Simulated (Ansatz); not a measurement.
**CH₆AlNO: up Jacob's ladder to CCSD(T)**

The task here is to estimate one member of a computed series from the others.

Program: Ansatz 0.2.0, Gaussian basis. Level of theory: functionals in def2-TZVPP, the program's frozen cores in correlated methods. These are calculated values, not measurements.

Levels to be run: LDA (SPW92), PBE-D4, revPBE-D4, BLYP-D4, r2SCAN-D4, B97M-V, PBE0-D4, B3LYP-D4, r2SCANh-D4, r2SCAN0-D4, HSE06-D4, BHLYP-D4, CAM-B3LYP-D4, LC-ωPBE, ωB97X-V, ωB97M-V, B2PLYP, PBE-QIDH; CCSD(T)/def2-SVP; CCSD(T)/def2-TZVPP; CCSD(T)/def2-QZVPP; extrapolation to the limit.

## Structure used throughout

All runs share one geometry, relaxed beforehand with PBE0-D4 in a triple-zeta def2 set.

SMILES `C[O][AlH][NH2]`, 10 atoms, charge 0, spin multiplicity 1.

Atoms are counted from 1 here; the program's logs count them from 0.

Bond lengths: C1–O2 1.395 Å, C1–H5 1.096 Å, C1–H6 1.098 Å, C1–H7 1.096 Å, O2–Al3 1.687 Å, Al3–N4 1.761 Å, Al3–H8 1.579 Å, N4–H9 1.006 Å, N4–H10 1.007 Å. Angles: O2–C1–H5 110.3°, O2–C1–H6 112.7°, O2–C1–H7 110.3°, H5–C1–H6 107.8°, H5–C1–H7 107.8°, H6–C1–H7 107.8°, C1–O2–Al3 134.7°, O2–Al3–N4 117.3°, O2–Al3–H8 121.5°, N4–Al3–H8 121.2°, Al3–N4–H9 124.2°, Al3–N4–H10 125.2°, H9–N4–H10 110.6°.

Set-up of the first run:

Contents of in.yaml:

```yaml
crystal:
  periodic: [false, false, false]
  atoms:
    - {symbol: C, position_ang: [-1.599906, 0.245106, -1.107051]}
    - {symbol: O, position_ang: [-0.298979, 0.297388, -0.607387]}
    - {symbol: Al, position_ang: [0.479610, -0.345334, 0.744364]}
    - {symbol: N, position_ang: [2.192137, 0.015176, 0.937262]}
    - {symbol: H, position_ang: [-1.605583, -0.203590, -2.106632]}
    - {symbol: H, position_ang: [-2.275323, -0.342737, -0.471388]}
    - {symbol: H, position_ang: [-2.014744, 1.255604, -1.192114]}
    - {symbol: H, position_ang: [-0.292852, -1.233170, 1.797456]}
    - {symbol: H, position_ang: [2.756683, -0.312895, 1.703069]}
    - {symbol: H, position_ang: [2.742057, 0.573354, 0.305321]}
basis:
  gaussian: {orbitals: def2-TZVPP}
hamiltonian: {xc: lda}
output: {orbitals: {seedname: orbitals}}
```

The run is started by

```console
ansatz run in.yaml --threads 2 --pin off --events-out ev --progress --plain --max-ram 32768MiB --backend cpu
```

Among the steps run: LDA; PBE-D4 (GGA); revPBE-D4 (GGA); BLYP-D4 (GGA); r2SCAN-D4 (meta-GGA); B97M-V (meta-GGA); B3LYP-D4 (hybrid); r2SCANh-D4 (hybrid); r2SCAN0-D4 (hybrid); HSE06-D4 (hybrid); BHLYP-D4 (hybrid); CAM-B3LYP-D4 (range-separated); LC-ωPBE (range-separated); ωB97X-V (range-separated); ωB97M-V (range-separated); B2PLYP (double hybrid); PBE-QIDH (double hybrid).

One of the session's tables, all rows but one given; the rest of the session is left out.

It belongs to the step «Orbital energies across the functionals». 

```
  functional  HOMO (eV)  gap (eV)
 LDA (SPW92)      -6.05      5.23
      PBE-D4      -5.89      5.28
   revPBE-D4      -5.83      5.32
     BLYP-D4      -5.76      5.25
   r2SCAN-D4      -6.18      5.97
      B97M-V      -6.26      5.79
     PBE0-D4          ?         ?
    B3LYP-D4      -7.05      6.98
  r2SCANh-D4      -6.71      6.75
  r2SCAN0-D4      -7.52      7.91
    HSE06-D4      -6.90      6.68
    BHLYP-D4      -8.63      9.49
CAM-B3LYP-D4      -8.74      9.78
     LC-ωPBE     -10.18     12.31
     ωB97X-V      -9.79     11.79
     ωB97M-V      -9.69     11.38
```

Q: Estimate the row for PBE0-D4 from the others.

**Answer.** HOMO (eV): -7.30; gap (eV): 7.45. In the column «HOMO (eV)» it lies between r2SCAN0-D4 (-7.52) and B3LYP-D4 (-7.05).
